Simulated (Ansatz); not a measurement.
# CH₇ClO₂Si₂: a ladder of functionals and wavefunction methods

How much do the methods differ for CH₇ClO₂Si₂? The plan is to run it at one geometry with functionals of several rungs and with coupled cluster, and see how far each lands from CCSD(T) at the basis-set limit for the atomisation energy.

Computed with Ansatz 0.2.0, Gaussian basis. Level: functionals in def2-TZVPP, the program's frozen cores in correlated methods.

The runs, in order: PBE-D4, r2SCAN-D4, PBE0-D4, B3LYP-D4, ωB97X-V, ωB97M-V, B2PLYP; CCSD(T)/def2-TZVPP; MP2/def2-QZVPP; extrapolation to the limit.

### Step 1. The geometry

An earlier PBE0-D4 in a triple-zeta def2 set relaxation fixed the geometry.

13 atoms, charge 0, spin multiplicity 1.

Atoms are counted from 1 here; the program's logs count them from 0.

Bond lengths: O1–Si2 1.666 Å, O1–H7 0.958 Å, Si2–C3 1.859 Å, Si2–H8 1.489 Å, Si2–H9 1.486 Å, C3–Si4 1.862 Å, C3–H10 1.096 Å, C3–H11 1.095 Å, Si4–O5 1.629 Å, Si4–Cl6 2.067 Å, Si4–H12 1.476 Å, O5–H13 0.967 Å. Angles: Si2–O1–H7 118.0°, O1–Si2–C3 105.2°, O1–Si2–H8 109.6°, O1–Si2–H9 110.2°, C3–Si2–H8 111.8°, C3–Si2–H9 111.7°, H8–Si2–H9 108.3°, Si2–C3–Si4 113.7°, Si2–C3–H10 109.2°, Si2–C3–H11 108.8°, Si4–C3–H10 107.8°, Si4–C3–H11 109.6°, H10–C3–H11 107.7°, C3–Si4–O5 110.8°, C3–Si4–Cl6 106.8°, C3–Si4–H12 113.8°, O5–Si4–Cl6 111.4°, O5–Si4–H12 107.3° and more.

### Step 2. PBE-D4 (GGA)

Contents of in.yaml:

```yaml
crystal:
  periodic: [false, false, false]
  atoms:
    - {symbol: O, position_ang: [-1.146691, 0.881769, 1.178135]}
    - {symbol: Si, position_ang: [0.426369, 1.216808, 0.743599]}
    - {symbol: C, position_ang: [1.072509, -0.358000, -0.003067]}
    - {symbol: Si, position_ang: [-0.159005, -1.228922, -1.094019]}
    - {symbol: O, position_ang: [-1.526522, -1.559763, -0.273769]}
    - {symbol: Cl, position_ang: [-0.525719, 0.022527, -2.697428]}
    - {symbol: H, position_ang: [-1.673819, 1.593606, 1.543329]}
    - {symbol: H, position_ang: [1.203300, 1.616229, 1.948877]}
    - {symbol: H, position_ang: [0.462423, 2.339648, -0.228442]}
    - {symbol: H, position_ang: [1.355200, -1.047896, 0.800113]}
    - {symbol: H, position_ang: [1.975834, -0.130563, -0.578859]}
    - {symbol: H, position_ang: [0.335755, -2.501965, -1.654129]}
    - {symbol: H, position_ang: [-1.799633, -0.843478, 0.315630]}
basis:
  gaussian: {orbitals: def2-TZVPP}
hamiltonian: {xc: pbe, dispersion: d4}
output: {forces: true, orbitals: {seedname: orbitals}}
```

Command:

```sh
> ansatz run in.yaml --threads 2 --pin off --events-out ev --progress --plain --max-ram 32768MiB --backend cuda --devices 0, --max-vram 18GiB
```

Further steps of the session: r2SCAN-D4 (meta-GGA); PBE0-D4 (hybrid); B3LYP-D4 (hybrid); ωB97X-V (range-separated); ωB97M-V (range-separated); B2PLYP (double hybrid); CCSD(T) in def2-TZVPP; MP2 in def2-QZVPP.

Before running them: what should the planned runs give, taken together? Wanted: atomisation energy, CCSD(T)/CBS; farthest; mean size of error, hybrid; mean size of error, range-separated; gap, smallest and largest; T1 diagnostic; triples share of the correlation energy.

The runs gave:

| quantity | value |
| --- | --- |
| atomisation energy, CCSD(T)/CBS | 49.761 eV |
| functionals within 0.249 eV (0.5 %) | PBE-D4, r2SCAN-D4, ωB97X-V, ωB97M-V |
| farthest | B2PLYP (-0.934 eV) |
| mean size of error, hybrid | 0.563 eV |
| mean size of error, range-separated | 0.013 eV |
| gap, smallest and largest | 6.13 eV (PBE-D4), 12.65 eV (ωB97X-V) |
| T1 diagnostic | 0.0108 |
| triples share of the correlation energy | 3.7 % |

**Reading.** PBE-D4 is off by +0.034 eV. Double hybrids carry the basis error of their MP2 part in triple zeta, and no dispersion term here, so their miss is partly the set-up's. Misses under about 0.249 eV are within the doubt on the reference itself, which lacks core-valence correlation, relativity and higher excitations. Hartree-Fock recovers 73 % of the binding; the rest is correlation. The gap grows from 6.1 to 12.7 eV across the functionals, mostly with the share of exact exchange.
